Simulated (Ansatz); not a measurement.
**C₃H₉CdNS: basis-set convergence**

The task here is to estimate one member of a computed series from the others.

Program: Ansatz 0.2.0, Gaussian basis. Level of theory: one geometry, several basis sets. These are calculated values, not measurements.

The runs, in order: PBE0-D4/def2-SVP; ωB97M-V/def2-SVP; PBE0-D4/def2-QZVPP; ωB97M-V/def2-QZVPP; the functionals' def2-TZVPP values are taken from earlier runs.

## The geometry

An earlier PBE0-D4 in a triple-zeta def2 set relaxation fixed the geometry. Cd takes the def2 core potential; no spin-orbit term is included.

SMILES `C[S][Cd][N](C)C`, 15 atoms, charge 0, spin multiplicity 1.

Atoms are counted from 1 here; the program's logs count them from 0.

Bond lengths: C1–S2 1.822 Å, C1–H7 1.091 Å, C1–H8 1.089 Å, C1–H9 1.089 Å, S2–Cd3 2.323 Å, Cd3–N4 2.006 Å, N4–C5 1.438 Å, N4–C6 1.438 Å, C5–H10 1.093 Å, C5–H11 1.102 Å, C5–H12 1.104 Å, C6–H13 1.104 Å, C6–H14 1.102 Å, C6–H15 1.093 Å. Angles: S2–C1–H7 106.3°, S2–C1–H8 111.9°, S2–C1–H9 111.9°, H7–C1–H8 108.4°, H7–C1–H9 108.4°, H8–C1–H9 109.8°, C1–S2–Cd3 103.2°, S2–Cd3–N4 174.2°, Cd3–N4–C5 121.2°, Cd3–N4–C6 121.2°, C5–N4–C6 111.9°, N4–C5–H10 111.4°, N4–C5–H11 110.5°, N4–C5–H12 113.5°, H10–C5–H11 107.0°, H10–C5–H12 107.5°, H11–C5–H12 106.6°, N4–C6–H13 113.5° and more.

The first run:

Contents of in.yaml:

```yaml
crystal:
  periodic: [false, false, false]
  atoms:
    - {symbol: C, position_ang: [0.208372, -2.080317, 3.089478]}
    - {symbol: S, position_ang: [0.098424, -2.822673, 1.429681]}
    - {symbol: Cd, position_ang: [0.004135, -0.973096, 0.026577]}
    - {symbol: N, position_ang: [-0.090032, 0.493639, -1.338297]}
    - {symbol: C, position_ang: [1.079281, 1.248443, -1.701309]}
    - {symbol: C, position_ang: [-1.298541, 1.246743, -1.540879]}
    - {symbol: H, position_ang: [0.256383, -2.911787, 3.793440]}
    - {symbol: H, position_ang: [1.108588, -1.478521, 3.207436]}
    - {symbol: H, position_ang: [-0.669616, -1.480681, 3.326143]}
    - {symbol: H, position_ang: [1.990090, 0.656076, -1.579913]}
    - {symbol: H, position_ang: [1.029755, 1.550586, -2.759825]}
    - {symbol: H, position_ang: [1.204816, 2.175644, -1.114927]}
    - {symbol: H, position_ang: [-1.345523, 2.173851, -0.942877]}
    - {symbol: H, position_ang: [-1.392142, 1.548934, -2.596419]}
    - {symbol: H, position_ang: [-2.184001, 0.653170, -1.298319]}
basis:
  gaussian: {orbitals: def2-SVP}
hamiltonian: {xc: pbe0, dispersion: d4}
output: {orbitals: {seedname: orbitals}}
```

On the command line:

```
$ ansatz run in.yaml --threads 2 --pin off --events-out ev --progress --plain --max-ram 20480MiB --backend cpu
```

Among the steps run: PBE0-D4 in def2-SVP; ωB97M-V in def2-SVP; PBE0-D4 in def2-QZVPP; ωB97M-V in def2-QZVPP.

One table of the session follows, with a row left open; its other results are not shown here.

It belongs to the step «Functionals by basis». 

```
functional       basis  HOMO (eV)
   PBE0-D4    def2-SVP      -5.58
   PBE0-D4  def2-TZVPP      -5.68
   PBE0-D4  def2-QZVPP      -5.71
   ωB97M-V    def2-SVP          ?
   ωB97M-V  def2-TZVPP      -7.95
   ωB97M-V  def2-QZVPP      -7.98
```

**Question.** Estimate the row for ωB97M-V, def2-SVP.

**Answer.** HOMO (eV): -7.82. In the column «HOMO (eV)» it lies between ωB97M-V, def2-TZVPP (-7.95) and PBE0-D4, def2-QZVPP (-5.71).
